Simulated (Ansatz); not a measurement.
# SnH3(nBu) (C₄H₁₂Sn): the relaxed shape and its frontier levels

Aim: characterise SnH3(nBu) (C₄H₁₂Sn) as a singlet: its structure, frontier levels and distribution of charge.

Computed with Ansatz 0.2.0, Gaussian basis. Level: RKS PBE0-D4/def2-TZVP.

Levels to be run: relaxation at PBE-D4/def2-SVP; a single point at PBE0-D4/def2-TZVP.

3 further runs of the same task are left out: 3 set aside as unsound or not needed.

## 1. Starting geometry

17 atoms, charge 0, spin multiplicity 1.

Atoms are counted from 1 here; the program's logs count them from 0.

Bond lengths: Sn1–H2 1.664 Å, Sn1–H3 1.663 Å, Sn1–H4 1.662 Å, Sn1–C5 2.165 Å, C5–C6 1.518 Å, C5–H9 1.090 Å, C5–H10 1.088 Å, C6–C7 1.529 Å, C6–H11 1.092 Å, C6–H12 1.093 Å, C7–C8 1.524 Å, C7–H13 1.093 Å, C7–H14 1.093 Å, C8–H15 1.088 Å, C8–H16 1.087 Å, C8–H17 1.088 Å. Angles: H2–Sn1–H3 106.6°, H2–Sn1–H4 106.7°, H2–Sn1–C5 112.7°, H3–Sn1–H4 106.0°, H3–Sn1–C5 111.8°, H4–Sn1–C5 112.4°, Sn1–C5–C6 113.1°, Sn1–C5–H9 108.4°, Sn1–C5–H10 107.7°, C6–C5–H9 109.8°, C6–C5–H10 110.4°, H9–C5–H10 107.2°, C5–C6–C7 112.6°, C5–C6–H11 109.9°, C5–C6–H12 109.5°, C7–C6–H11 109.0°, C7–C6–H12 108.3°, H11–C6–H12 107.5° and more.

Sn takes a core potential in the def2 sets. No spin-orbit coupling is included.

The start is a GFN2-xTB geometry.

## 2. Relaxation at PBE-D4/def2-SVP

Input file in.yaml:

```yaml
crystal:
  periodic: [false, false, false]
  atoms:
    - {symbol: Sn, position_ang: [1.366590, 1.908740, 1.605500]}
    - {symbol: H, position_ang: [1.383100, 1.970860, 3.268460]}
    - {symbol: H, position_ang: [2.952280, 1.981840, 1.110700]}
    - {symbol: H, position_ang: [0.658600, 3.317720, 1.080730]}
    - {symbol: C, position_ang: [0.364970, 0.146690, 0.843280]}
    - {symbol: C, position_ang: [0.336250, 0.086650, -0.672870]}
    - {symbol: C, position_ang: [-0.287930, -1.207230, -1.197210]}
    - {symbol: C, position_ang: [-1.775540, -1.327380, -0.890240]}
    - {symbol: H, position_ang: [0.870890, -0.733520, 1.238690]}
    - {symbol: H, position_ang: [-0.646920, 0.142970, 1.242430]}
    - {symbol: H, position_ang: [-0.222870, 0.937550, -1.067580]}
    - {symbol: H, position_ang: [1.355720, 0.156440, -1.059640]}
    - {symbol: H, position_ang: [-0.147290, -1.239310, -2.280640]}
    - {symbol: H, position_ang: [0.243350, -2.061320, -0.770430]}
    - {symbol: H, position_ang: [-2.187350, -2.214040, -1.367330]}
    - {symbol: H, position_ang: [-1.951410, -1.409310, 0.179310]}
    - {symbol: H, position_ang: [-2.312450, -0.457350, -1.263120]}
basis:
  gaussian: {orbitals: def2-SVP}
hamiltonian: {xc: pbe, dispersion: d4}
scf: {lower_state_search: "off"}
output: {orbitals: {seedname: orbitals}}
relax: {f_tol: 0.02, max_steps: 100}
```

Started as:

```bash
> ansatz run in.yaml --threads 4 --pin off --events-out ev --progress --plain --max-ram 4787MiB
```

After this run come: Single point, PBE0-D4/def2-TZVP.

Before running them: what should the planned runs give, taken together? Wanted: point group; commonest bond, hydrogen aside; HOMO, LUMO at PBE0-D4/def2-TZVP; dipole at PBE-D4/def2-SVP.

As calculated:

| quantity | value |
| --- | --- |
| point group | C1 |
| commonest bond, hydrogen aside | C–C, 3 of mean length 1.534 Å |
| HOMO, LUMO at PBE0-D4/def2-TZVP | -7.73, 0.26 eV |
| dipole at PBE-D4/def2-SVP | 1.01 D |

In words: The molecule keeps its bonding pattern by the stored test; the atoms moved 0.06 Å (rms). No usable vibrations, so a minimum isn't proven. The HOMO lies nearest to C5 34 %; Sn1 15 % and the LUMO to H2, H3, H4 about 15 % each; C5 11 %. The point group is read from a loosely relaxed geometry; soft torsions can leave it below the true symmetry.
